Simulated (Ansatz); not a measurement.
# CH₄FOSn radical: a ladder of functionals and wavefunction methods

The task here is to estimate one member of a computed series from the others.

Program: Ansatz 0.2.0, Gaussian basis. Level of theory: functionals in def2-TZVPP, the program's frozen cores in correlated methods. These are calculated values, not measurements.

The runs, in order: LDA (SPW92), PBE-D4, revPBE-D4, BLYP-D4, r2SCAN-D4, B97M-V, PBE0-D4, B3LYP-D4, r2SCANh-D4, r2SCAN0-D4, HSE06-D4, BHLYP-D4, CAM-B3LYP-D4, LC-ωPBE, ωB97X-V, ωB97M-V, B2PLYP, PBE-QIDH; CCSD(T)/def2-SVP; CCSD(T)/def2-TZVPP; MP2/def2-QZVPP; extrapolation to the limit; RPA on PBE.

**Structure used throughout**

An earlier PBE0-D4 in a triple-zeta def2 set relaxation fixed the geometry. Sn takes the def2 core potential; no spin-orbit term is included.

SMILES `[CH3][SnH]([O])[F]`, 8 atoms, charge 0, spin multiplicity 2.

Atoms are counted from 1 here; the program's logs count them from 0.

Bond lengths: C1–Sn2 2.117 Å, C1–H5 1.089 Å, C1–H6 1.089 Å, C1–H7 1.089 Å, Sn2–O3 1.979 Å, Sn2–F4 1.923 Å, Sn2–H8 1.699 Å. Angles: Sn2–C1–H5 108.4°, Sn2–C1–H6 110.0°, Sn2–C1–H7 109.0°, H5–C1–H6 109.9°, H5–C1–H7 109.6°, H6–C1–H7 110.0°, C1–Sn2–O3 108.3°, C1–Sn2–F4 105.6°, C1–Sn2–H8 123.4°, O3–Sn2–F4 105.9°, O3–Sn2–H8 107.2°, F4–Sn2–H8 105.2°.

The first run:

Contents of in.yaml:

```yaml
crystal:
  periodic: [false, false, false]
  atoms:
    - {symbol: C, position_ang: [-0.459059, 1.024408, 0.343192]}
    - {symbol: Sn, position_ang: [0.442145, -0.743447, -0.393745]}
    - {symbol: O, position_ang: [1.687427, -1.427513, 0.983777]}
    - {symbol: F, position_ang: [-0.976550, -2.036503, -0.512006]}
    - {symbol: H, position_ang: [-0.926206, 0.798263, 1.300725]}
    - {symbol: H, position_ang: [0.294135, 1.800389, 0.473079]}
    - {symbol: H, position_ang: [-1.218091, 1.357027, -0.363838]}
    - {symbol: H, position_ang: [1.248300, -0.829725, -1.886985]}
basis:
  gaussian: {orbitals: def2-TZVPP}
magnetization: {spin_polarized: true, initial_magnetization: 1}
hamiltonian: {xc: lda}
output: {orbitals: {seedname: orbitals}}
```

Command:

```console
$ ansatz run in.yaml --threads 4 --pin off --events-out ev --progress --plain --max-ram 10444MiB
```

Among the steps run: LDA; PBE-D4 (GGA); revPBE-D4 (GGA); BLYP-D4 (GGA); r2SCAN-D4 (meta-GGA); B97M-V (meta-GGA); B3LYP-D4 (hybrid); r2SCANh-D4 (hybrid); r2SCAN0-D4 (hybrid); HSE06-D4 (hybrid); BHLYP-D4 (hybrid); CAM-B3LYP-D4 (range-separated); LC-ωPBE (range-separated); ωB97X-V (range-separated); ωB97M-V (range-separated); B2PLYP (double hybrid); PBE-QIDH (double hybrid).

One table of the session follows, with a row left open; its other results are not shown here.

It belongs to the step «Frontier levels by functional». 

| functional | HOMO (eV) | LUMO (eV) | gap (eV) |
| --- | --- | --- | --- |
| LDA (SPW92) | -6.87 | -6.57 | 0.30 |
| PBE-D4 | -6.86 | -5.95 | 0.91 |
| revPBE-D4 | ? | ? | ? |
| BLYP-D4 | -6.77 | -5.93 | 0.84 |
| r2SCAN-D4 | -7.31 | -5.17 | 2.14 |
| B97M-V | -7.43 | -5.13 | 2.30 |
| PBE0-D4 | -8.69 | -4.06 | 4.63 |
| B3LYP-D4 | -8.42 | -4.67 | 3.75 |
| r2SCANh-D4 | -7.98 | -4.50 | 3.48 |
| r2SCAN0-D4 | -8.97 | -3.50 | 5.46 |
| HSE06-D4 | -8.27 | -4.47 | 3.81 |
| BHLYP-D4 | -10.34 | -2.30 | 8.04 |
| CAM-B3LYP-D4 | -10.24 | -2.98 | 7.26 |
| LC-ωPBE | -11.67 | -1.45 | 10.22 |
| ωB97X-V | -11.26 | -1.83 | 9.43 |
| ωB97M-V | -11.17 | -1.87 | 9.29 |

Q: Estimate the row for revPBE-D4 from the others.

As computed: HOMO (eV): -6.80; LUMO (eV): -5.78; gap (eV): 1.02. In the column «HOMO (eV)» it lies between PBE-D4 (-6.86) and BLYP-D4 (-6.77).
